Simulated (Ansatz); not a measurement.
**Molecular dynamics of Li**

input.yaml

```yaml
accuracy: low
crystal:
  lattice:
    - [7.312873, 0.0, 0.0]
    - [0.0, 7.312873, 0.0]
    - [0.0, 0.0, 7.312873]
  atoms:
    - { symbol: Li, position: [0.0, 0.0, 0.0] }
    - { symbol: Li, position: [0.5, 0.0, 0.0] }
    - { symbol: Li, position: [0.0, 0.5, 0.0] }
    - { symbol: Li, position: [0.0, 0.0, 0.5] }
    - { symbol: Li, position: [0.25, 0.25, 0.25] }
    - { symbol: Li, position: [0.5, 0.5, 0.0] }
    - { symbol: Li, position: [0.5, 0.0, 0.5] }
    - { symbol: Li, position: [0.75, 0.25, 0.25] }
    - { symbol: Li, position: [0.0, 0.5, 0.5] }
    - { symbol: Li, position: [0.25, 0.75, 0.25] }
    - { symbol: Li, position: [0.25, 0.25, 0.75] }
    - { symbol: Li, position: [0.5, 0.5, 0.5] }
    - { symbol: Li, position: [0.75, 0.75, 0.25] }
    - { symbol: Li, position: [0.75, 0.25, 0.75] }
    - { symbol: Li, position: [0.25, 0.75, 0.75] }
    - { symbol: Li, position: [0.75, 0.75, 0.75] }
basis:
  ecutwfc: 420.0
kpoints:
  mp_grid: { grid: [2, 2, 2] }
hamiltonian:
  xc: pbe
scf:
  occupations: { method: fermi_dirac, width: 0.11 }
  lower_state_search: "off"
md:
  timestep: 1
  n_steps: 240
  ensemble: nvt_langevin
  temperature: 1300.0
  initial_velocities: maxwell_boltzmann
  seed: 113070
  friction: 0.02
```

Run as:

```bash
$ ansatz run input.yaml --threads 1 --pin off --max-ram 3072MiB --backend cpu --events-out ev --progress --plain --runs-dir out
```

It starts from a structure without forces on its atoms.

Output, in part (step lines):

```
md step     0: t =     0.00 fs  T =  1218.8 K  F+E_penalty+E_count = -3274.41195892 eV  E_kin = 2.520570 eV  (6 SCF iters)
md step     1: t =     1.00 fs  T =  1328.1 K  F+E_penalty+E_count = -3274.40909861 eV  E_kin = 2.746643 eV  (7 SCF iters)
md step     2: t =     2.00 fs  T =  1404.0 K  F+E_penalty+E_count = -3274.40026365 eV  E_kin = 2.903730 eV  (6 SCF iters)
md step     3: t =     3.00 fs  T =  1371.4 K  F+E_penalty+E_count = -3274.38557475 eV  E_kin = 2.836293 eV  (7 SCF iters)
md step     4: t =     4.00 fs  T =  1358.5 K  F+E_penalty+E_count = -3274.36587162 eV  E_kin = 2.809589 eV  (6 SCF iters)
md step     5: t =     5.00 fs  T =  1274.8 K  F+E_penalty+E_count = -3274.34185172 eV  E_kin = 2.636534 eV  (5 SCF iters)
md step     6: t =     6.00 fs  T =  1237.8 K  F+E_penalty+E_count = -3274.31285321 eV  E_kin = 2.559868 eV  (5 SCF iters)
md step     7: t =     7.00 fs  T =  1199.5 K  F+E_penalty+E_count = -3274.27914483 eV  E_kin = 2.480798 eV  (5 SCF iters)
[... lines left out ...]
md step   239: t =   239.00 fs  T =  1238.5 K  F+E_penalty+E_count = -3271.25961765 eV  E_kin = 2.561353 eV  (5 SCF iters)
md step   240: t =   240.00 fs  T =  1283.2 K  F+E_penalty+E_count = -3271.31793519 eV  E_kin = 2.653802 eV  (6 SCF iters)
```

The steps, from the saved trajectory:

```csv
time (fs),T (K),potential energy less start (eV)
0.0,1219,0.000
8.0,1073,0.169
16.0,942,0.576
24.0,1105,1.092
32.0,843,1.686
40.0,913,1.987
48.0,802,1.926
56.0,1021,1.912
64.0,1300,1.999
72.0,1043,2.197
80.0,936,2.409
88.0,871,2.673
96.0,1388,2.731
104.0,1269,2.677
112.0,1345,2.683
120.0,1479,2.758
128.0,1212,2.719
136.0,1193,2.437
144.0,1244,2.445
152.0,1362,2.532
160.0,1615,2.620
168.0,1574,2.647
176.0,1516,2.712
184.0,1843,2.429
192.0,1908,1.925
200.0,2048,1.761
208.0,1635,2.086
216.0,1268,2.643
224.0,1238,3.255
232.0,1295,3.523
240.0,1283,3.094
```

All steps were run. The mean temperature of the second half is 16 % above the set value. A run of 0.24 ps of so small a system gives no equilibrium averages. Limits of this set-up: coarse k mesh, low accuracy level.

Mean squared displacements from the first frame to the last, about the centre of mass: Li 0.85 Å².

Last frame:

```xyz
16
Lattice="7.3129 0.0000 0.0000 0.0000 7.3129 0.0000 0.0000 0.0000 7.3129" Properties=species:S:1:pos:R:3
Li 0.515 0.805 0.070
Li 3.732 0.094 0.466
Li 0.468 3.039 0.980
Li -0.436 -0.219 4.772
Li 2.266 1.918 2.541
Li 2.993 4.188 0.919
Li 3.557 0.022 4.293
Li 5.738 1.024 3.087
Li -0.690 2.966 4.863
Li 1.728 6.979 2.631
Li 2.979 1.627 5.887
Li 4.211 5.014 3.946
Li 6.541 5.533 2.510
Li 5.194 2.436 6.769
Li 1.705 5.277 5.404
Li 5.605 5.585 6.243
```

The run took 16 min on 1 thread of Arm Neoverse V1, with other jobs on the host, peak memory 0.54 GiB.
